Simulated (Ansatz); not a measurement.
I need a ladder of methods at one geometry of C₂H₇BOSi, SMILES BC[SiH]1CO1. Use Ansatz's Python interface. Level of theory (for the species named): r2scan0, def2-SVP basis, multiplicity 1. The script varies functional: r2scan0, cam_b3lyp, revpbe, pbe.

```yaml
atoms:
  - { symbol: B, position_ang: [-0.5274, 1.9696, 0.7143] }
  - { symbol: C, position_ang: [-0.4375, 0.4416, 0.8759] }
  - { symbol: Si, position_ang: [0.6513, -0.2338, -0.4697] }
  - { symbol: C, position_ang: [0.2314, -1.8215, -1.2100] }
  - { symbol: O, position_ang: [0.9727, -1.9481, -0.1294] }
  - { symbol: H, position_ang: [-1.6380, 2.5119, 0.5121] }
  - { symbol: H, position_ang: [0.4028, 2.7123, 0.7878] }
  - { symbol: H, position_ang: [-1.3949, -0.0135, 0.7901] }
  - { symbol: H, position_ang: [0.0046, 0.2378, 1.9149] }
  - { symbol: H, position_ang: [2.0029, 0.3771, -0.6666] }
  - { symbol: H, position_ang: [-0.8883, -2.1629, -0.9640] }
  - { symbol: H, position_ang: [0.6974, -2.1257, -2.1213] }
```

`c2h7bosi.py`
```python
'''One geometry of C2H7BOSi, method by method.'''

from pathlib import Path

import ansatz as az
import numpy as np

GEOMETRY = '''
B    -0.52740    1.96960    0.71430
C    -0.43750    0.44160    0.87590
Si    0.65130   -0.23380   -0.46970
C     0.23140   -1.82150   -1.21000
O     0.97270   -1.94810   -0.12940
H    -1.63800    2.51190    0.51210
H     0.40280    2.71230    0.78780
H    -1.39490   -0.01350    0.79010
H     0.00460    0.23780    1.91490
H     2.00290    0.37710   -0.66660
H    -0.88830   -2.16290   -0.96400
H     0.69740   -2.12570   -2.12130
'''

mol = az.Crystal.molecule()
for line in GEOMETRY.strip().splitlines():
    symbol, *xyz = line.split()
    mol = mol.atom(symbol, [float(v) for v in xyz])

calculation = mol.calculation().basis(gaussian='def2-SVP')

print('functional    E (Ha)        dipole (D)   HOMO (eV)  LUMO (eV)')
for name in ['r2scan0', 'cam_b3lyp', 'revpbe', 'pbe']:
    report = calculation.functional(name).forces().orbitals().run(threads=1, runs_dir='runs').report
    lines = Path(report['orbitals_path']).read_text().splitlines()
    field_of = lambda key: [line.split('=')[1].strip() for line in lines if line.startswith(key)]
    orbitals = [(27.211386 * float(e), s, float(n)) for e, s, n in zip(field_of('Ene='), field_of('Spin='), field_of('Occup='))]
    homo = max(e for e, _, n in orbitals if n > 0.5)
    lumo = min(e for e, _, n in orbitals if n < 0.5)
    dipole = 4.803205 * np.linalg.norm(report['charge_distribution']['dipole_moment_e_ang'])
    print(f'{name:10s} {report["free_energy_ev"] / 27.211386246:14.6f} {dipole:9.3f} {homo:11.3f} {lumo:10.3f}')
```

```console
$ python c2h7bosi.py
functional    E (Ha)        dipole (D)   HOMO (eV)  LUMO (eV)
r2scan0       -469.534444     1.570      -7.187     -1.616
cam_b3lyp     -469.598381     1.620      -8.271     -0.645
revpbe        -469.576002     1.094      -5.752     -2.598
pbe           -469.304522     1.090      -5.787     -2.711
```

Notes:
- Total energies depend on the basis set; only differences at equal settings carry meaning.
- The geometry is a force-field or estimated start, not a minimum of this method, and the basis set is short of its limit. A lower total doesn't mark the better method: functionals have no common bound, and MP2 and coupled cluster aren't variational.
- Levels such as HOMO and LUMO are orbital energies: with these approximate functionals they aren't the ionisation energy and electron affinity, and their gap isn't the fundamental gap.
- Hardware and time: 26 s on 1 thread of Arm Neoverse V1, with other jobs on the host, peak memory 0.33 GiB.
